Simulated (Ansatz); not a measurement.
# CH3Te−: functionals against CCSD(T) at one geometry

A test off equilibrium: a structure displaced at random from a GFN2-xTB minimum is computed at several levels, and each is set against CCSD(T).

Program: Ansatz 0.2.0, Gaussian basis. Level of theory: single points in def2-TZVPPD. These are calculated values, not measurements.

Correlated methods freeze the cores. Filled d shells of the heavier atoms are correlated. Core potentials replace the inner electrons past krypton, and spin-orbit coupling is left out. B3LYP uses VWN-RPA correlation.

## (1) The system as given

5 atoms, charge -1, spin multiplicity 1.

Atoms are counted from 1 here; the program's logs count them from 0.

Bond lengths: C1–Te2 1.976 Å, C1–H3 1.199 Å, C1–H4 1.266 Å. Angles: Te2–C1–H3 119.3°, Te2–C1–H4 122.9°, H3–C1–H4 108.9°.

Coordinates:

```xyz
5
CH3Te
C    -0.1896   -0.9886    0.2458
Te    1.2231    0.3908    0.3125
H    -1.1212   -0.9121    0.9962
H    -0.5754   -1.5272   -0.8330
H     0.3547    2.5010   -0.6014
```

## (2) CCSD(T)/def2-TZVPPD

The input, run/in.yaml:

```yaml
crystal:
  periodic: [false, false, false]
  atoms:
    - {symbol: C, position_ang: [-0.189600, -0.988600, 0.245800]}
    - {symbol: Te, position_ang: [1.223100, 0.390800, 0.312500]}
    - {symbol: H, position_ang: [-1.121200, -0.912100, 0.996200]}
    - {symbol: H, position_ang: [-0.575400, -1.527200, -0.833000]}
    - {symbol: H, position_ang: [0.354700, 2.501000, -0.601400]}
basis:
  gaussian: {orbitals: "def2-TZVPPD.json"}
total_charge: -1
correlation: {method: ccsd_t}
output: {forces: true}
```

The basis file named in the input lies beside it (Basis Set Exchange, JSON).

The command line of these runs was not kept.

## (3) PBE0-D4/def2-TZVPPD

Edit run/in.yaml of step 2 so:

```diff
@@ -11,3 +11,3 @@
 total_charge: -1
-correlation: {method: ccsd_t}
-output: {forces: true}
+hamiltonian: {xc: pbe0, dispersion: d4}
+output: {forces: true, orbitals: {seedname: orbitals}}
```

## (4) wB97M-V/def2-TZVPPD

Edit run/in.yaml of step 3 so:

```diff
@@ -11,3 +11,3 @@
 total_charge: -1
-hamiltonian: {xc: pbe0, dispersion: d4}
-output: {forces: true, orbitals: {seedname: orbitals}}
+hamiltonian: {xc: {name: wB97M-V}}
+output: {forces: true}
```

## (5) r2SCAN-D4/def2-TZVPPD

Edit run/in.yaml of step 4 so:

```diff
@@ -11,3 +11,3 @@
 total_charge: -1
-hamiltonian: {xc: {name: wB97M-V}}
+hamiltonian: {xc: r2scan, dispersion: d4}
 output: {forces: true}
```

## (6) PBE-D4/def2-TZVPPD

Edit run/in.yaml of step 5 so:

```diff
@@ -11,3 +11,3 @@
 total_charge: -1
-hamiltonian: {xc: r2scan, dispersion: d4}
+hamiltonian: {xc: pbe, dispersion: d4}
 output: {forces: true}
```

## (7) B3LYP-D4/def2-TZVPPD

Edit run/in.yaml of step 6 so:

```diff
@@ -11,3 +11,3 @@
 total_charge: -1
-hamiltonian: {xc: pbe, dispersion: d4}
+hamiltonian: {xc: {name: B3LYP}, dispersion: d4}
 output: {forces: true}
```

## (8) BHLYP-D4/def2-TZVPPD

Edit run/in.yaml of step 7 so:

```diff
@@ -11,3 +11,3 @@
 total_charge: -1
-hamiltonian: {xc: {name: B3LYP}, dispersion: d4}
+hamiltonian: {xc: {name: BHLYP}, dispersion: d4}
 output: {forces: true}
```

(Steps that only read results are left out.)

Before running it: what results should come out? Wanted: RMS force component; RMS force error; HOMO and LUMO, PBE0-D4; T1 diagnostic.

**Answer**, as computed:

| quantity | value |
| --- | --- |
| RMS force component | 1.552 to 1.741 eV/Å over the methods |
| RMS force error | PBE0-D4 0.153, wB97M-V 0.224, r2SCAN-D4 0.075, PBE-D4 0.110, B3LYP-D4 0.034, BHLYP-D4 0.238 eV/Å |
| HOMO and LUMO, PBE0-D4 | -0.54 and 2.90 eV |
| T1 diagnostic | 0.021 |

**Reading.** For forces B3LYP-D4 does best and BHLYP-D4 worst. Frozen-core CCSD(T) forces in triple zeta carry basis errors of their own, and this is one geometry, so small gaps rank nothing. The restricted Hartree–Fock reference is unstable towards an unrestricted one at one or more of these structures.
